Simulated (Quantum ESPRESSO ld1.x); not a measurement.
# Ir²⁺ in [Xe] 4f14 5d7: an all-electron calculation

Aim: the levels, the sizes of the orbitals and the parts of the energy of the iridium ion Ir2+.

The numbers are computed with Quantum ESPRESSO ld1.x 7.5 (scalar-relativistic Kohn-Sham, LDA (Slater exchange, VWN5 correlation), spin-unpolarised, spherical densities, point nucleus), except any that are marked as measured or tabulated.

**1. Starting point**

* element: iridium (Z = 77)
* charge: +2
* electrons: 75
* configuration: [Xe] 4f14 5d7

The outer shells:

Ir²⁺
```
[Xe] core
4f [↑↓][↑↓][↑↓][↑↓][↑↓][↑↓][↑↓]
5d [↑↓][↑↓][↑ ][↑ ][↑ ]
```

**2. The run**

Contents of ld1.in:

```fortran
 &input
    atom='Ir',
    iswitch=1,
    rel=1,
    dft='SLA-VWN',
    config='[Xe] 4f14 5d7 6s0 6p0',
    verbosity='high',
    prefix='ld1',
    max_out_wfc=37,
    file_charge='ld1.rho',
 /
```

Q: Predict the outcome of this run.

The runs gave:

| quantity | value |
| --- | --- |
| total energy | -17816.499 hartree |
| exchange-correlation share of it | 1.88 % |
| −T/E | 1.1118 |
| highest occupied level | 5d, -24.714 eV |
| most extended occupied level | 5d, <r> = 1.62 bohr |
| radius at density 0.001 e/bohr³ | 3.61 bohr |
| maxima of the radial density | 4 |
| ionisation energy, NIST | 28 (theory) eV |

5 principal shells are occupied and 4 maxima appear in the radial density; where shells overlap, one shows as a shoulder or not at all. Relativity lifts −T/E to 1.112. Minus the highest eigenvalue, 24.714 eV, is 88 % of the tabulated ionisation energy (28 eV); the potential of a semilocal functional falls off too fast, so its top eigenvalue is too shallow. Spin polarisation and multiplet splitting are left out. Spin-orbit splitting is averaged out at the scalar-relativistic level.
